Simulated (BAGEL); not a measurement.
# B2H6O2 (SMILES [BH2-]1[OH+][BH2-][OH+]1) at RI-MP2/def2-SVP (density fitting with qzvpp-jkfit)

What is the energy change on altering one bond length of B2H6O2 at RI-MP2/def2-SVP (density fitting with qzvpp-jkfit)? 

The calculation is run with BAGEL 1.2.2.

### Step 1. The molecule

B2H6O2 has 10 atoms, charge 0, and is taken as a singlet. As SMILES, `[BH2-]1[OH+][BH2-][OH+]1`. The coordinates come from a PBE0-D4/def2-TZVP relaxation.

Bond lengths: B1–O2 1.558 Å, O2–B3 1.558 Å, B1–O4 1.558 Å, B3–O4 1.558 Å, B1–H5 1.204 Å, B1–H6 1.196 Å, O2–H7 0.960 Å, B3–H8 1.204 Å, B3–H9 1.196 Å, O4–H10 0.960 Å. Some angles: B1–O2–B3 88.7°, O2–B1–O4 91.1°, O2–B3–O4 91.1°, B1–O4–B3 88.7°, B1–O2–H7 112.2°, B3–O2–H7 112.2°, O2–B1–H5 111.9°, O2–B1–H6 110.2°, O4–B1–H5 111.9°, O4–B1–H6 110.2°.

### Step 2. A single-point energy at RI-MP2/def2-SVP (density fitting with qzvpp-jkfit)

calc.json

```json
{ "bagel" : [

{
  "title" : "molecule",
  "basis" : "svp",
  "df_basis" : "qzvpp-jkfit",
  "angstrom" : "true",
  "geometry" : [
    { "atom" : "B", "xyz" : [      -0.454300,       0.871100,      -0.485000 ] },
    { "atom" : "O", "xyz" : [      -1.010100,      -0.446200,       0.134100 ] },
    { "atom" : "B", "xyz" : [       0.389600,      -0.696200,       0.771200 ] },
    { "atom" : "O", "xyz" : [       0.974600,       0.554700,       0.049600 ] },
    { "atom" : "H", "xyz" : [      -0.497800,       0.855800,      -1.688200 ] },
    { "atom" : "H", "xyz" : [      -0.907900,       1.818900,       0.085900 ] },
    { "atom" : "H", "xyz" : [      -1.225800,      -1.099300,      -0.535700 ] },
    { "atom" : "H", "xyz" : [       0.888100,      -1.718000,       0.374900 ] },
    { "atom" : "H", "xyz" : [       0.345300,      -0.508400,       1.951400 ] },
    { "atom" : "H", "xyz" : [       1.581300,       0.316300,      -0.655300 ] }
  ]
},

{ "title" : "hf" },

{ "title" : "mp2", "ncore" : 4 }

]}
```

Started as:

```
BAGEL_NUM_THREADS=1 BAGEL calc.json > calc.out
```

Log:

```text
* using 1 threads per process

  ===============================================================
  ===============================================================

  *** Geometry ***

  { "atom" : "B", "xyz" : [     -0.858503,      1.646140,     -0.916517 ] },
  { "atom" : "O", "xyz" : [     -1.908812,     -0.843196,      0.253412 ] },
  { "atom" : "B", "xyz" : [      0.736237,     -1.315627,      1.457357 ] },
  { "atom" : "O", "xyz" : [      1.841727,      1.048231,      0.093730 ] },
  { "atom" : "H", "xyz" : [     -0.940706,      1.617228,     -3.190236 ] },
  { "atom" : "H", "xyz" : [     -1.715682,      3.437223,      0.162327 ] },
  { "atom" : "H", "xyz" : [     -2.316426,     -2.077376,     -1.012326 ] },
  { "atom" : "H", "xyz" : [      1.678266,     -3.246549,      0.708458 ] },
  { "atom" : "H", "xyz" : [      0.652522,     -0.960737,      3.687612 ] },
  { "atom" : "H", "xyz" : [      2.988224,      0.597720,     -1.238338 ] },

  Number of auxiliary basis functions:      412

  Since a DF basis is specified, we compute 2- and 3-index integrals:
    o Being stored without compression. Storage requirement is 0.024 GB

  Number of basis functions:       86
  Number of electrons      :       32

    * METHOD: MOLECULE                             0.14

  *** RHF ***

  === Nuclear Repulsion ===
   122.5349905246

      * DIIS with orbital gradients will be used.

  === RHF iteration (svp) ===
      0       -202.29147295          0.01971634           0.03
      1       -202.43756597          0.01213475           0.03
      2       -202.49536286          0.00154147           0.03
      3       -202.49703611          0.00024341           0.03
      4       -202.49707104          0.00006908           0.03
      5       -202.49707455          0.00001154           0.03
      6       -202.49707470          0.00000277           0.03
      7       -202.49707471          0.00000060           0.03
      8       -202.49707471          0.00000015           0.03
      9       -202.49707471          0.00000006           0.03
     10       -202.49707471          0.00000003           0.03
     11       -202.49707471          0.00000001           0.03
    * SCF iteration converged.

    * Permanent dipole moment:
           (   -0.282880,     0.645451,     0.995060) a.u.

    * METHOD: HF                                   0.49

  *** RHF ***

  === Nuclear Repulsion ===
   122.5349905246

      * DIIS with orbital gradients will be used.

  === RHF iteration (svp) ===
      0       -202.49707471          0.00000000           0.03
    * SCF iteration converged.

    * Permanent dipole moment:
           (   -0.282880,     0.645451,     0.995059) a.u.

  === DF-MP2 calculation ===

    * freezing 4 orbitals
    * 3-index integral transformation done
    * assembly done

      MP2 correlation energy:   -0.5755129435      0.03

      MP2 total energy:       -203.0725876573

    * METHOD: MP2                                  0.11

  ===============================================================
```

Wall time 0.86 s (1 thread of Arm Neoverse V2, shared host); peak memory 0.1 GiB.

### Step 3. The distorted shape, same level

calc.json

```json
{ "bagel" : [

{
  "title" : "molecule",
  "basis" : "svp",
  "df_basis" : "qzvpp-jkfit",
  "angstrom" : "true",
  "geometry" : [
    { "atom" : "B", "xyz" : [      -0.432150,       0.777201,      -1.075096 ] },
    { "atom" : "O", "xyz" : [      -0.987950,      -0.540099,      -0.455996 ] },
    { "atom" : "B", "xyz" : [       0.411750,      -0.790099,       0.181104 ] },
    { "atom" : "O", "xyz" : [       0.996750,       0.460801,      -0.540496 ] },
    { "atom" : "H", "xyz" : [      -0.475650,       0.761901,      -2.278296 ] },
    { "atom" : "H", "xyz" : [      -0.885750,       1.725001,      -0.504196 ] },
    { "atom" : "H", "xyz" : [      -1.203650,      -1.193199,      -1.125796 ] },
    { "atom" : "H", "xyz" : [       0.910250,      -1.811899,      -0.215196 ] },
    { "atom" : "H", "xyz" : [       0.345300,      -0.508400,       1.951400 ] },
    { "atom" : "H", "xyz" : [       1.603450,       0.222401,      -1.245396 ] }
  ]
},

{ "title" : "hf" },

{ "title" : "mp2", "ncore" : 4 }

]}
```

Started as:

```
BAGEL_NUM_THREADS=1 BAGEL calc.json > calc.out
```

Log:

```text
* using 1 threads per process

  ===============================================================
  ===============================================================

  *** Geometry ***

  { "atom" : "B", "xyz" : [     -0.816645,      1.468697,     -2.031637 ] },
  { "atom" : "O", "xyz" : [     -1.866955,     -1.020639,     -0.861708 ] },
  { "atom" : "B", "xyz" : [      0.778095,     -1.493071,      0.342237 ] },
  { "atom" : "O", "xyz" : [      1.883585,      0.870788,     -1.021389 ] },
  { "atom" : "H", "xyz" : [     -0.898848,      1.439784,     -4.305355 ] },
  { "atom" : "H", "xyz" : [     -1.673825,      3.259779,     -0.952792 ] },
  { "atom" : "H", "xyz" : [     -2.274569,     -2.254819,     -2.127446 ] },
  { "atom" : "H", "xyz" : [      1.720123,     -3.423993,     -0.406662 ] },
  { "atom" : "H", "xyz" : [      0.652522,     -0.960737,      3.687612 ] },
  { "atom" : "H", "xyz" : [      3.030081,      0.420277,     -2.353457 ] },

  Number of auxiliary basis functions:      412

  Since a DF basis is specified, we compute 2- and 3-index integrals:
    o Being stored without compression. Storage requirement is 0.024 GB

  Number of basis functions:       86
  Number of electrons      :       32

    * METHOD: MOLECULE                             0.14

  *** RHF ***

  === Nuclear Repulsion ===
   120.8816830596

      * DIIS with orbital gradients will be used.

  === RHF iteration (svp) ===
      0       -202.21628924          0.01956356           0.03
      1       -202.36388770          0.01219651           0.03
      2       -202.42315187          0.00158384           0.03
      3       -202.42514194          0.00024451           0.03
      4       -202.42518719          0.00007421           0.03
      5       -202.42519214          0.00001283           0.03
      6       -202.42519236          0.00000349           0.03
      7       -202.42519238          0.00000086           0.03
      8       -202.42519238          0.00000027           0.03
      9       -202.42519238          0.00000009           0.03
     10       -202.42519238          0.00000002           0.03
     11       -202.42519238          0.00000001           0.03
    * SCF iteration converged.

    * Permanent dipole moment:
           (   -0.272831,     0.674578,     1.575247) a.u.

    * METHOD: HF                                   0.48

  *** RHF ***

  === Nuclear Repulsion ===
   120.8816830596

      * DIIS with orbital gradients will be used.

  === RHF iteration (svp) ===
      0       -202.42519238          0.00000000           0.03
    * SCF iteration converged.

    * Permanent dipole moment:
           (   -0.272830,     0.674578,     1.575247) a.u.

  === DF-MP2 calculation ===

    * freezing 4 orbitals
    * 3-index integral transformation done
    * assembly done

      MP2 correlation energy:   -0.5785225100      0.03

      MP2 total energy:       -203.0037148870

    * METHOD: MP2                                  0.11

  ===============================================================
```

Wall time 0.86 s (1 thread of Arm Neoverse V2, shared host); peak memory 0.1 GiB.

### Step 4. Outcome

At RI-MP2/def2-SVP (density fitting with qzvpp-jkfit), 4 core orbitals frozen:

```
                                                         quantity          value
                                        first shape: total energy  -203.07259 Eh
         first shape: correlation energy (4 core orbitals frozen)     -575.5 mEh
                                    distorted shape: total energy  -203.00371 Eh
     distorted shape: correlation energy (4 core orbitals frozen)     -578.5 mEh
energy change with the B3–H9 bond stretched from 1.196 to 1.794 Å       1.874 eV
```

With the B3–H9 bond stretched from 1.196 to 1.794 Å the energy rises by 1.87 eV (181 kJ/mol). The first shape isn't relaxed at this level, so the change isn't measured from a minimum.
